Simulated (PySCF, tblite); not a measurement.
**C₄H₆F₄Si: geometry, infrared bands and NMR shifts**

Wanted: the infrared bands and NMR shifts of C₄H₆F₄Si (`C/C(F)=C/C(F)(F)[SiH2]F`), by calculation.

Computed with tblite 0.8.0 and PySCF 2.14.0, with density-fitted response routines of our own, on a single molecule in the gas phase. Atoms count from 0, in the outputs and in this text.

## Step 1: Starting geometry

15 atoms, charge 0, multiplicity 1; geometry from: force field or distance geometry start.

Bonds of the start (Å): C0–C1 1.50, C1–F2 1.36, C1–C3 1.34, C3–C4 1.51, C4–F5 1.38, C4–F6 1.35, C4–Si7 1.87, Si7–F8 1.61, C0–H9 1.10, C0–H10 1.09, C0–H11 1.09, C3–H12 1.07, Si7–H13 1.50, Si7–H14 1.49.

## Step 2: Relaxing the molecule with GFN2-xTB

Job settings and geometry (Å):

```
{"job": {"kind": "relax", "xc": "GFN2-xTB", "basis": "xTB"}, "charge": 0, "multiplicity": 1}
C      2.559500     0.693900     0.004800
C      1.235300     0.120600     0.412000
F      0.972400     0.079500     1.747800
C      0.319500    -0.343700    -0.443000
C     -0.990100    -0.979500    -0.037400
F     -1.260700    -1.991900    -0.928000
F     -0.895200    -1.589600     1.168200
Si    -2.457900     0.179700    -0.012200
F     -2.575000     0.939800    -1.426400
H      2.625200     1.727800     0.364400
H      2.674800     0.696200    -1.083200
H      3.365800     0.115500     0.446400
H      0.516600    -0.330200    -1.492000
H     -3.748500    -0.540200     0.215100
H     -2.346100     1.230200     1.041700
```

The run is started by

```bash
$ OMP_NUM_THREADS=1 python probes_run.py task.json out
```

One launch serves the whole session: the jobs run in the order shown.

**Question.** This job is followed by: GFN2-xTB harmonic vibrations, gas phase; GIAO PBE0/pcSseg-1 NMR shielding, non-relativistic, gas phase. Predict these results of the whole session: strongest single infrared mode (GFN2-xTB); zero-point energy (GFN2-xTB); 13C shifts against TMS (PBE0/pcSseg-1); 1H shifts against TMS (PBE0/pcSseg-1, means over atoms taken as alike); 19F shifts against CFCl3 (PBE0/pcSseg-1, means over atoms taken as alike); 29Si shifts against TMS (PBE0/pcSseg-1); surface potential, 1st and 99th percentile.

**Answer**, as computed:

```
                                                                 quantity                          value
                                strongest single infrared mode (GFN2-xTB)          2390 cm⁻¹, 244 km/mol
                                             zero-point energy (GFN2-xTB)                  57.3 kcal/mol
                                   13C shifts against TMS (PBE0/pcSseg-1)  174.6, 129.7, 113.9, 20.8 ppm
   1H shifts against TMS (PBE0/pcSseg-1, means over atoms taken as alike)           5.33, 5.13, 2.18 ppm
19F shifts against CFCl3 (PBE0/pcSseg-1, means over atoms taken as alike)      -89.2, -123.5, -224.7 ppm
                                  29Si shifts against TMS (PBE0/pcSseg-1)                       -1.9 ppm
                                    surface potential, 1st and 99th percentile             -0.96 V and 1.53 V
```

Relaxing lowered the energy by 0.274 eV in 129 steps; the close pair that moved most is C4–Si7, from 1.871 to 1.946 Å. All 39 modes are real, so the xTB geometry is a minimum. The strongest single mode, at 2390 cm⁻¹, moves mainly H13. GFN2-xTB is a fitted tight-binding method: band positions and strengths are rough. Its intensities can rank the bands wrongly. H12 (hydrogen on an alkene CH) lies farthest downfield among hydrogen, at 5.33 ppm; attached to an sp2 carbon and in the plane of the double bond. By nearest atom (PBE0/pcSseg-1), the HOMO sits on C3 36 %; C1 26 % and the LUMO on C1 27 %; C3 15 %.
